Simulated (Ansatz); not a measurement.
# KRhO3: the cost of one run

Computed with Ansatz 0.2.0 through its Python package. The levels of theory stand in the script.

## Step 1: The structure

Symmetry: Pm-3m, No. 221, cubic system. Conventional cell: a = 3.992 Å, b = 3.992 Å, c = 3.992 Å, α = 90.00°, β = 90.00°, γ = 90.00°. Around K (site symmetry m-3m) lie 12 O at 2.82 Å. Rh (site symmetry m-3m) is surrounded by 6 O at 2.00 Å. O (site symmetry 4/mmm) is surrounded by 2 Rh at 2.00 Å and 4 K at 2.82 Å.

The script holds or builds the structure itself.

## Step 2: Script

Input file xc_krho3.py:

```python
"""Functional comparison for KRhO3 (totals differ with the potentials too)."""

import warnings

import ansatz as az
from ase import Atoms

OCCUPATIONS = "fermi_dirac"
KSPACING = 0.26

warnings.simplefilter("ignore", az.DeckWarning)

atoms = Atoms(
    ["K", "Rh", "O", "O", "O"],
    scaled_positions=[
        (0.0, 0.0, 0.0),
        (0.5, 0.5, 0.5),
        (0.5, 0.5, 0.0),
        (0.5, 0.0, 0.5),
        (0.0, 0.5, 0.5),
    ],
    cell=[
        (3.99158, 0.0, 0.0),
        (0.0, 3.99158, 0.0),
        (0.0, 0.0, 3.99158),
    ],
    pbc=True,
)
xtal = az.Crystal.from_ase(atoms)

setup = (
    xtal.calculation()
    .occupations(OCCUPATIONS, width=150 * az.meV)
    .pseudopotentials("paw")
    .kpoints(spacing=KSPACING)
    .forces()
    .stress()
)

rows = []
for value in ["blyp", "lda", "pbesol"]:
    summary = setup.functional(value).run().report
    rows.append((value, summary["free_energy_ev"] / len(summary["lattice"]["sites"]), summary["n_iterations"], sum(summary["stress_gpa"][i][i] for i in range(3)) / 3, max(abs(f) for row in summary["forces_ev_ang"] for f in row), summary["n_kpoints"]))

print("  functional   F/atom (eV)    iterations       P (GPa)  max component (eV/A)      k-points")
for row in rows:
    print(f"{str(row[0]):>12s}  {row[1]:12.5f}  {row[2]:12d}  {row[3]:12.3f}  {row[4]:20.4f}  {row[5]:12d}")
```

## Step 3: The input behind the calls

The engine receives this input (first run):

```yaml
crystal:
  lattice:
    - [3.99158, 0.0, 0.0]
    - [0.0, 3.99158, 0.0]
    - [0.0, 0.0, 3.99158]
  atoms:
    - { symbol: K, position: [0.0, 0.0, 0.0] }
    - { symbol: Rh, position: [0.5, 0.5, 0.5] }
    - { symbol: O, position: [0.5, 0.5, 0.0] }
    - { symbol: O, position: [0.5, 0.0, 0.5] }
    - { symbol: O, position: [0.0, 0.5, 0.5] }
kpoints:
  mp_grid:
    kspacing: 0.26
hamiltonian:
  xc: blyp
  pseudopotentials:
    kind: paw
scf:
  occupations:
    method: fermi_dirac
    width: 0.15
output:
  forces: true
  stress: true
```

## Step 4: The run

Command:

```console
$ python xc_krho3.py
```

**Question.** How long does this script take on 1 thread of Intel Xeon 6975P-C (Granite Rapids), shared host, and how much memory does it need?

About 3.9 s, with a peak of 0.44 GiB.
